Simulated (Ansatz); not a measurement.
This script for Ansatz 0.2.0 through its Python package starts 3 runs on YbC2, space group I4/mmm. What input does the engine get in each?

`xc_ybc2.py`
```python
# -*- coding: utf-8 -*-
"""Functional comparison for YbC2 (totals differ with the potentials too)."""

import warnings

import ansatz as az
import pandas as pd

warnings.simplefilter("ignore", az.DeckWarning)

lattice = az.Lattice.of(
    [-1.907923, 1.907923, 3.21379],
    [1.907923, -1.907923, 3.21379],
    [1.907923, 1.907923, -3.21379],
)
sites = [
    ("Yb", [0.0, 0.0, 0.0]),
    ("C", [0.598083, 0.598083, 0.0]),
    ("C", [0.401917, 0.401917, 0.0]),
]
cell = az.Crystal(lattice=lattice)
for symbol, position in sites:
    cell = cell.atom(symbol, position)

base = (
    cell.calculation()
    .pseudopotentials("paw")
    .basis(34 * az.Ry)
    .kpoints(12)  # sampling of the Brillouin zone
    .occupations("fermi_dirac", width=0.15)
    .forces()  # minus the gradient of the free energy
    .stress()  # GPa
)

rows = []
for value in ["r2scan", "pbesol", "lda"]:
    rep = base.functional(value).run().report
    rows.append((value, rep["free_energy_ev"] / len(rep["lattice"]["sites"]), rep["n_iterations"], sum(rep["stress_gpa"][i][i] for i in range(3)) / 3, max(abs(f) for row in rep["forces_ev_ang"] for f in row), rep["n_kpoints"]))

table = pd.DataFrame(rows, columns=["functional", "F/atom (eV)", "iterations", "P (GPa)", "max component (eV/A)", "k-points"])
print(table.round(5).to_string(index=False))
```

Run 1:
```yaml
crystal:
  lattice:
    - [-1.907923, 1.907923, 3.21379]
    - [1.907923, -1.907923, 3.21379]
    - [1.907923, 1.907923, -3.21379]
  atoms:
    - { symbol: Yb, position: [0.0, 0.0, 0.0] }
    - { symbol: C, position: [0.598083, 0.598083, 0.0] }
    - { symbol: C, position: [0.401917, 0.401917, 0.0] }
basis:
  ecutwfc: 462.593566181796
kpoints:
  mp_grid:
    grid: [12, 12, 12]
hamiltonian:
  xc: r2scan
  pseudopotentials:
    kind: paw
scf:
  occupations:
    method: fermi_dirac
    width: 0.15
output:
  forces: true
  stress: true
```

Run 2, against run 1:
```diff
-  xc: r2scan
+  xc: pbesol
```

Run 3, against run 1:
```diff
-  xc: r2scan
+  xc: lda
```

`python xc_ybc2.py` gives:
```text
functional  F/atom (eV)  iterations   P (GPa)  max component (eV/A)  k-points
    r2scan  -4770.00248          12  -5.73899               1.04996       163
    pbesol  -4723.34279           8  -7.21443               1.72502       163
       lda  -4682.22639           8 -10.60522               1.20361       163
```

What to keep in mind:
- The cutoff lies under the one recommended for these potentials in some of the runs.
- Semilocal functionals put the nearly full 4f shell of Yb too close to the Fermi level.
- Under the recommended cutoff a pressure can be off by several GPa, even in sign.
- A Fermi-Dirac width this large means warm electrons, whose thermal share enters the free energy.
- Pressure is positive in compression.
- The structure comes from a database of computed cells and needn't be a stable or known phase.
- Total energies of different functionals can't be compared; pressures, moments and gaps at this one structure can.
- The script silences the warnings on its input, which a real study should read.
- Hardware and time: 35 s on 1 thread of Arm Neoverse V2 (shared host), peak memory 0.65 GiB.
